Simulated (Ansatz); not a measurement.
**KI (Potassium Iodide), step by step**

We compute a structure relaxation (singlet KI, HF/6-311G**), then the harmonic vibrations (singlet KI, HF/6-311G**), then the energy (singlet KI, MP2/def2-SVP), then the energy (doublet KI+, UMP2/def2-SVP), then a geometry optimisation (doublet KI+, UHF/6-311G**) of IK. 

The calculation is run with Ansatz 0.2.0.

2 further runs of the same task are left out: 1 for a known fault of the program, 1 set aside as unsound or not needed.

## (1) The structure to begin with

KI: 2 atoms, total charge 0, spin state singlet. SMILES: `[K][I]`. All atoms were displaced at random from a relaxed shape. The run starts from this shape.

Bond lengths: K1–I2 2.927 Å.

## (2) A geometry optimisation at HF/6-311G(d,p) (run 1)

Contents of in.yaml:

```yaml
crystal:
  periodic: [false, false, false]
  atoms:
    - {symbol: K, position_ang: [-0.111595, 0.066681, 0.066882]}
    - {symbol: I, position_ang: [0.013342, -0.051130, 2.989115]}
basis:
  gaussian:
    orbitals: 6-311G_st__st_.json
hamiltonian:
  xc: hf
relax: {}
```

The basis set 6-311G** is read from a file made from the Basis Set Exchange's data (not shown).

Run with:

```
$ ansatz run in.yaml --threads 1 --pin off --max-ram 2610MiB --events-out events.jsonl --progress --plain --runs-dir runs
```

Output, shortened:

```text
Warning: RAYON_NUM_THREADS=1 ignored (pool sized by the plan → 1); use --threads N
[...]
Functional definition: HF
  name "HF"
[...]
959 factors; integrals over basis functions are off by at most 2.5e-4 eV
[...]
mean field -204522.34342883 eV, -7516.0574907861 hartree, gradient 2.1e-5 eV, S^2 0.000000; 0 other end points of the search recorded, 0 dependent functions left out
[...]
reference -204522.34342883 eV, -7516.0574907861 hartree; 36, 36 occupied and 65, 65 virtual orbitals, 959 factors
relax step   1: F+E_penalty+E_count = -204522.34342883 eV  Δ(F+E_penalty+E_count) = +0.000e0 eV  max|allowed force component| = 1.150e0 eV/Å  Δτ_max = 0.0000 Å  (32 SCF iters, accepted)
[...]
relax step   3: F+E_penalty+E_count = -204522.46288340 eV  Δ(F+E_penalty+E_count) = -7.534e-3 eV  max|allowed force component| = 7.163e-2 eV/Å  Δτ_max = 0.0236 Å  (27 SCF iters, accepted)
[...]
relax step   4: F+E_penalty+E_count = -204522.46362037 eV  Δ(F+E_penalty+E_count) = -7.370e-4 eV  max|allowed force component| = 5.377e-3 eV/Å  Δτ_max = 0.0113 Å  (28 SCF iters, accepted)
959 factors; integrals over basis functions are off by at most 2.7e-4 eV
mean field -204522.46362037 eV, -7516.0619077435 hartree, gradient 1.1e-5 eV, S^2 0.000000; 1 other end points of the search recorded, 0 dependent functions left out
[...]
reference -204522.46362037 eV, -7516.0619077435 hartree; 36, 36 occupied and 65, 65 virtual orbitals, 959 factors
Total energy: -204522.46362037 eV, -7516.0619077435 hartree
Atom 0 at    -0.116678     0.071474    -0.052001 Å, force     0.000230    -0.000217     0.005377 eV/Å
Atom 1 at     0.018425    -0.055923     3.107998 Å, force    -0.000230     0.000217    -0.005377 eV/Å
Dipole moment:    -0.111195     0.104853    -2.600811 e Å
```

Wall time 10 s (1 thread of Arm Neoverse V2, shared host); peak memory 0.2 GiB.

Steps, from the record of the run:

```csv
step,energy from the first frame kept (eV),largest force (eV/Å)
1,0.0000,1.1516
2,-0.1119,0.2520
3,-0.1195,0.0717
4,-0.1202,0.0054
```

After the run. Bond lengths: K1–I2 3.165 Å.

## (3) The harmonic vibrations at HF/6-311G(d,p) (run 2)

Contents of job.yaml:

```yaml
basis:
  gaussian:
    orbitals: 6-311G_st__st_.json
crystal:
  periodic: [false, false, false]
  atoms:
    - {symbol: K, position_ang: [-0.116678, 0.071474, -0.052001]}
    - {symbol: I, position_ang: [0.018425, -0.055923, 3.107998]}
hamiltonian:
  xc: hf
phonons:
  amplitude: 0.02
  temperatures:
    t_min: 300
    t_max: 1500
    t_step: 300
```

The basis set 6-311G** is read from a file made from the Basis Set Exchange's data (not shown).

Run with:

```
$ ansatz run job.yaml --threads 1 --pin off --max-ram 2610MiB --events-out events.jsonl --progress --plain --runs-dir runs
```

Output, shortened:

```text
Warning: RAYON_NUM_THREADS=1 ignored (pool sized by the plan → 1); use --threads N
Functional definition: HF
  name "HF"
[...]
959 factors; integrals over basis functions are off by at most 2.7e-4 eV
[...]
mean field -204522.46362036 eV, -7516.0619077434 hartree, gradient 3.0e-5 eV, S^2 0.000000; 0 other end points of the search recorded, 0 dependent functions left out
[...]
reference -204522.46362036 eV, -7516.0619077434 hartree; 36, 36 occupied and 65, 65 virtual orbitals, 959 factors
[...]
959 factors; integrals over basis functions are off by at most 2.7e-4 eV
[...]
mean field -204522.46362002 eV, -7516.0619077307 hartree, gradient 9.0e-7 eV, S^2 0.000000; 0 other end points of the search recorded, 0 dependent functions left out
[...]
reference -204522.46362002 eV, -7516.0619077307 hartree; 36, 36 occupied and 65, 65 virtual orbitals, 959 factors
[...]
959 factors; integrals over basis functions are off by at most 2.8e-4 eV
mean field -204522.46286499 eV, -7516.0618799839 hartree, gradient 3.0e-6 eV, S^2 0.000000; 0 other end points of the search recorded, 0 dependent functions left out
[...]
reference -204522.46286499 eV, -7516.0618799839 hartree; 36, 36 occupied and 65, 65 virtual orbitals, 959 factors
[...]
959 factors; integrals over basis functions are off by at most 2.7e-4 eV
[...]
mean field -204522.46305300 eV, -7516.0618868932 hartree, gradient 8.2e-7 eV, S^2 0.000000; 0 other end points of the search recorded, 0 dependent functions left out
[...]
reference -204522.46305300 eV, -7516.0618868932 hartree; 36, 36 occupied and 65, 65 virtual orbitals, 959 factors
Total energy: -204522.46362036 eV, -7516.0619077434 hartree
Atom 0 at    -0.116678     0.071474    -0.052001 Å, force     0.000230    -0.000217     0.005378 eV/Å
Atom 1 at     0.018425    -0.055923     3.107998 Å, force    -0.000230     0.000217    -0.005378 eV/Å
Dipole moment:    -0.111195     0.104853    -2.600811 e Å
Vibrations: 173.47 cm⁻¹, zero-point energy 0.010754 eV
```

It took 20 s on 1 thread of Arm Neoverse V2, shared host; peak memory 0.2 GiB.

## (4) A single-point energy at MP2/def2-SVP (core potential) (run 3)

Contents of run.yaml:

```yaml
crystal:
  periodic: [false, false, false]
  atoms:
    - {symbol: K, position_ang: [-0.116678, 0.071474, -0.052001]}
    - {symbol: I, position_ang: [0.018425, -0.055923, 3.107998]}
basis:
  gaussian: {orbitals: def2-SVP}
total_charge: 0
correlation: {method: mp2}
output: {orbitals: {seedname: orbitals}}
```

Run with:

```
$ ansatz run run.yaml --threads 1 --pin off --max-ram 2610MiB --events-out events.jsonl --progress --plain --runs-dir runs
```

Output:

```text
Warning: RAYON_NUM_THREADS=1 ignored (pool sized by the plan → 1); use --threads N
Functional definition: HF
  name "HF"
  exchange = exact_x
  correlation = 0
564 factors; integrals over basis functions are off by at most 3.0e-4 eV
mean field evaluation 1: about -24375.9603 eV, gradient 1.2e1 eV
mean field evaluation 2: about -24375.9917 eV, gradient 1.2e1 eV
mean field evaluation 4: about -24376.5995 eV, gradient 5.2e-1 eV
mean field evaluation 8: about -24376.6049 eV, gradient 1.5e-4 eV
mean field -24376.60491417 eV, -895.8237075394 hartree, gradient 2.6e-6 eV, S^2 0.000000; 0 other end points of the search recorded, 0 dependent functions left out
9 core orbitals not correlated: weight in the atoms' cores, before any rotation towards them, 1.000 or more for the frozen orbitals, at most 0.000 for the correlated occupied ones
reference -24376.60491417 eV, -895.8237075394 hartree; 13, 13 occupied and 28, 28 virtual orbitals, 564 factors
second order -4.50274166 eV of doubles, -0.00000000 eV of singles
Total energy: -24381.10765583 eV, -895.9891802433 hartree
```

Wall time 0.4 s (1 thread of Arm Neoverse V2, shared host).

## (5) The doublet cation: a single-point energy at UMP2/def2-SVP (core potential) (run 4)

Contents of run.yaml:

```yaml
crystal:
  periodic: [false, false, false]
  atoms:
    - {symbol: K, position_ang: [-0.116678, 0.071474, -0.052001]}
    - {symbol: I, position_ang: [0.018425, -0.055923, 3.107998]}
basis:
  gaussian:
    orbitals: def2-SVP
total_charge: 1
magnetization:
  spin_polarized: true
  initial_magnetization: 1
correlation:
  method: mp2
```

Run with:

```
$ ansatz run run.yaml --threads 1 --pin off --max-ram 2610MiB --events-out events.jsonl --progress --plain --runs-dir runs
```

Output, shortened:

```text
Warning: RAYON_NUM_THREADS=1 ignored (pool sized by the plan → 1); use --threads N
Functional definition: HF
  name "HF"
[...]
562 factors; integrals over basis functions are off by at most 3.0e-4 eV
[...]
mean field -24369.99100027 eV, -895.5806506869 hartree, gradient 3.2e-6 eV, S^2 0.755958; 9 other end points of the search recorded, 0 dependent functions left out
9 core orbitals not correlated: weight in the atoms' cores, before any rotation towards them, 1.000 or more for the frozen orbitals, at most 0.000 for the correlated occupied ones
reference -24369.99100027 eV, -895.5806506869 hartree; 13, 12 occupied and 28, 29 virtual orbitals, 562 factors
second order -3.86896845 eV of doubles, -0.00000000 eV of singles
Total energy: -24373.85996873 eV, -895.7228326551 hartree
```

Run time: 1.3 s. Hardware: 1 thread of Arm Neoverse V2, shared host; peak memory 0.11 GiB.

## (6) The doublet cation: a geometry optimisation at UHF/6-311G(d,p) (run 5)

Contents of in.yaml:

```yaml
crystal:
  periodic: [false, false, false]
  atoms:
    - {symbol: K, position_ang: [-0.116678, 0.071474, -0.052001]}
    - {symbol: I, position_ang: [0.018425, -0.055923, 3.107998]}
basis:
  gaussian:
    orbitals: 6-311G_st__st_.json
total_charge: 1
magnetization:
  spin_polarized: true
  initial_magnetization: 1
hamiltonian:
  xc: hf
relax: {}
```

The basis set 6-311G** is read from a file made from the Basis Set Exchange's data (not shown).

Run with:

```
$ ansatz run in.yaml --threads 1 --pin off --max-ram 2610MiB --events-out events.jsonl --progress --plain --runs-dir runs
```

Output, shortened:

```text
Warning: RAYON_NUM_THREADS=1 ignored (pool sized by the plan → 1); use --threads N
[...]
Functional definition: HF
  name "HF"
[...]
959 factors; integrals over basis functions are off by at most 2.7e-4 eV
[...]
mean field -204515.71206561 eV, -7515.8137926827 hartree, gradient 1.9e-5 eV, S^2 0.757093; 4 other end points of the search recorded, 0 dependent functions left out
[...]
reference -204515.71206561 eV, -7515.8137926827 hartree; 36, 35 occupied and 65, 66 virtual orbitals, 959 factors
relax step   1: F+E_penalty+E_count = -204515.71206561 eV  Δ(F+E_penalty+E_count) = +0.000e0 eV  max|allowed force component| = 9.551e-1 eV/Å  Δτ_max = 0.0000 Å  (153 SCF iters, accepted)
[...]
relax step   5: F+E_penalty+E_count = -204515.90846522 eV  Δ(F+E_penalty+E_count) = -9.908e-4 eV  max|allowed force component| = 4.614e-2 eV/Å  Δτ_max = 0.1040 Å  (45 SCF iters, accepted)
[...]
relax step   6: F+E_penalty+E_count = -204515.91028497 eV  Δ(F+E_penalty+E_count) = -1.820e-3 eV  max|allowed force component| = 7.561e-3 eV/Å  Δτ_max = 0.0349 Å  (38 SCF iters, accepted)
959 factors; integrals over basis functions are off by at most 3.3e-4 eV
[...]
mean field -204515.91028497 eV, -7515.8210771097 hartree, gradient 1.1e-5 eV, S^2 0.757115; 5 other end points of the search recorded, 0 dependent functions left out
[...]
reference -204515.91028497 eV, -7515.8210771097 hartree; 36, 35 occupied and 65, 66 virtual orbitals, 959 factors
Total energy: -204515.91028497 eV, -7515.8210771097 hartree
Atom 0 at    -0.129274     0.083352    -0.346626 Å, force    -0.000323     0.000305    -0.007561 eV/Å
Atom 1 at     0.031021    -0.067801     3.402623 Å, force     0.000323    -0.000305     0.007561 eV/Å
Dipole moment:    -0.106833     0.100739    -2.498768 e Å
```

Run time: 33 s. Hardware: 1 thread of Arm Neoverse V2, shared host; peak memory 0.31 GiB.

Steps, from the record of the run:

```csv
step,energy from the first frame kept (eV),largest force (eV/Å)
1,0.0000,0.9567
2,-0.1033,0.5488
3,-0.1726,0.2210
4,-0.1954,0.0435
5,-0.1964,0.0462
6,-0.1982,0.0076
```

After the run. Bond lengths: K1–I2 3.756 Å.

## (7) What came out

| quantity | value |
| --- | --- |
| run 1, HF/6-311G**: total energy at the end | -7516.06191 Eh |
| run 1, HF/6-311G**: dipole moment | 12.51 D |
| run 1, HF/6-311G**: bond length | 3.165 Å |
| run 2, HF/6-311G**: largest force on an atom | 0.005 eV/Å |
| run 2, HF/6-311G**: harmonic wavenumber | 173 cm⁻¹ |
| run 2, HF/6-311G**: zero-point energy | 1.0 kJ/mol |
| run 3, MP2/def2-SVP: total energy | -895.98918 Eh |
| run 3, MP2/def2-SVP: HOMO energy (Hartree–Fock orbitals) | -7.53 eV |
| run 3, MP2/def2-SVP: LUMO energy (Hartree–Fock orbitals) | -0.36 eV |
| run 3, MP2/def2-SVP: HOMO–LUMO gap (Hartree–Fock orbitals) | 7.17 eV |
| run 3, MP2/def2-SVP: correlation energy (9 core orbitals frozen) | -165.5 mEh |
| doublet cation, run 4: total energy | -895.72283 Eh |
| doublet cation, run 4: correlation energy (9 core orbitals frozen) | -142.2 mEh |
| doublet cation, run 4: ⟨S²⟩ of the reference determinant | 0.756 |
| doublet cation, run 5: total energy at the end | -7515.82108 Eh |
| doublet cation, run 5: bond length | 3.756 Å |
| doublet cation, run 5: ⟨S²⟩ | 0.757 |
| vertical ionisation energy (to the doublet cation), MP2/def2-SVP | 7.248 eV |
| adiabatic ionisation energy (to the doublet cation, no zero-point term), HF/6-311G** | 6.553 eV |

In words: At MP2/def2-SVP: the vertical ionisation energy comes to 7.25 eV (167 kcal/mol). At HF/6-311G**: the adiabatic ionisation energy (to the doublet cation, no zero-point term) is 6.55 eV (632 kJ/mol). The optimisation (run 1, HF/6-311G**) took 3 steps and changed the energy by -0.120 eV. Relativity is left out (run 1, HF/6-311G**) although the molecule holds a heavy atom. The one mode (run 2, HF/6-311G**) is real, so the shape is a minimum at this level. Relativity is left out (run 2, HF/6-311G**) although the molecule holds a heavy atom.
